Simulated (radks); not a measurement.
**Sn⁺ in [Kr] 4d8 5s2 5p1 6s2: an all-electron calculation**

What are the levels of the tin ion Sn+, how large are its shells, and how does its energy divide?

Method: Dirac Kohn-Sham, exchange-only B88, spin-unpolarised, spherical densities, finite nucleus; open shells are shared between the two j in proportion to 2j + 1. Code: radks (a radial shooting solver on a logarithmic mesh, Libxc functionals) version 1.

## (1) Starting point

```
element            : tin (Z = 50)
charge             : +1
electrons          : 49
configuration      : [Kr] 4d8 5s2 5p1 6s2
nuclear rms radius : 4.6519 fm
```

The outer shells:

Sn⁺
```
[Kr] core
4d [↑↓][↑↓][↑↓][↑ ][↑ ]
5s [↑↓]
5p [↑ ][  ][  ]
6s [↑↓]
```

## (2) The run

Input:

```text
Z 50
configuration [Kr] 4d8 5s2 5p1 6s2
relativity Dirac
functional b88,
spin unpolarised
j_filling average
nucleus finite rms 4.6519 fm
c 137.035999084
```

Q: Predict the outcome of this run.

As calculated:

| quantity | value |
| --- | --- |
| total energy | -6173.98337 hartree |
| exchange-correlation share of it | 2.62 % |
| −T/E | 1.0534 |
| highest occupied level | 6s1/2, -6.948 eV |
| most extended occupied level | 6s1/2, <r> = 4.88 bohr |
| radius at density 0.001 e/bohr³ | 5.72 bohr |
| maxima of the radial density | 5 |

**Reading.** The radial density shows 5 maxima for 6 occupied principal shells; where shells overlap, one shows as a shoulder or not at all. −T/E is 1.053: with relativity the kinetic term as defined here no longer equals −E. This is not the tabulated ground configuration, so its levels and sizes aren't those of the ground state, and no measured value stands beside it.
